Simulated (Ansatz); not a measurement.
# YbB2Ru3, space group P6/mmm: an equation of state with a fit

With Ansatz's Python interface.

The cells in order, each with its output:

```python
import ansatz as az
from ase.eos import EquationOfState
from ase.units import GPa
import numpy as np
```

```python
CUTOFF = 550
OCCUPATIONS = "cold"
KMESH = (5, 5, 8)
```

```python
vectors0 = np.array([
    [5.454, 0.0, 0.0],
    [-2.727, 4.723303, 0.0],
    [0.0, 0.0, 3.003],
])
sites = [
    ("Yb", [0.0, 0.0, 0.0]),
    ("B", [1 / 3, 2 / 3, 0.0]),
    ("B", [2 / 3, 1 / 3, 0.0]),
    ("Ru", [0.5, 0.0, 0.5]),
    ("Ru", [0.5, 0.5, 0.5]),
    ("Ru", [0.0, 0.5, 0.5]),
]
```

```python
def build(cell):
    crystal = az.Crystal(lattice=az.Lattice.of(cell))
    for symbol, position in sites:
        crystal = crystal.atom(symbol, position)
    return crystal
```

```python
# uniform scaling of the cell
volumes, energies = [], []
for scale in np.linspace(0.88, 1.12, 7):
    cell = vectors0 * scale ** (1 / 3)
    base = (
        build(cell).calculation()
        .functional(az.Functional.PBESOL)
        .basis(CUTOFF)
        .occupations(OCCUPATIONS, width=50 * az.meV)
        .kpoints(*KMESH)
    )
    rep = base.run(threads=1).report
    volumes.append(abs(np.linalg.det(cell)) / len(sites))
    energies.append(rep["free_energy_ev"] / len(sites))
    print(f"V = {volumes[-1]:8.4f} A^3/atom  F = {energies[-1]:.5f} eV/atom")
```

    V =  11.3461 A^3/atom  F = -5238.78813 eV/atom
    V =  11.8619 A^3/atom  F = -5238.87484 eV/atom
    V =  12.3776 A^3/atom  F = -5238.91705 eV/atom
    V =  12.8933 A^3/atom  F = -5238.92357 eV/atom
    V =  13.4091 A^3/atom  F = -5238.90143 eV/atom
    V =  13.9248 A^3/atom  F = -5238.85631 eV/atom
    V =  14.4405 A^3/atom  F = -5238.79280 eV/atom

```python
eos = EquationOfState(volumes, energies, eos="murnaghan")
v0, e0, bulk = eos.fit()
print(f"V0 = {v0:.4f} A^3/atom, E0 = {e0:.5f} eV/atom, B = {bulk / GPa:.1f} GPa")
```

    V0 = 12.7382 A^3/atom, E0 = -5238.92480 eV/atom, B = 232.2 GPa

A third-order Birch-Murnaghan fit through the 7 points has its minimum at 12.74 Å³ an atom, 1.2 % below the typed cell, with a bulk modulus of 234 GPa and dB/dP = 4.4. From that minimum the energy rises by 136.8 meV an atom on the compressed side and 132.1 meV on the expanded side.

Reading the output:
- Total energies depend on the potentials; only differences at equal settings carry meaning.
- Semilocal functionals put the nearly full 4f shell of Yb too close to the Fermi level.
- Shape and fractional positions are held along the curve, so the bulk modulus is an upper value where they are free to relax.
- For a metal this k-point mesh is coarse: on a finer one energies can move by several to tens of meV an atom and pressures by half a GPa or more, differences at one mesh by less.
- The starting cell is as deposited in a crystallographic database; the results hold for this polymorph, which needn't be the stable one.
- The whole script took 85 s on 1 thread of Arm Neoverse V1 (shared host), peak memory 0.51 GiB.
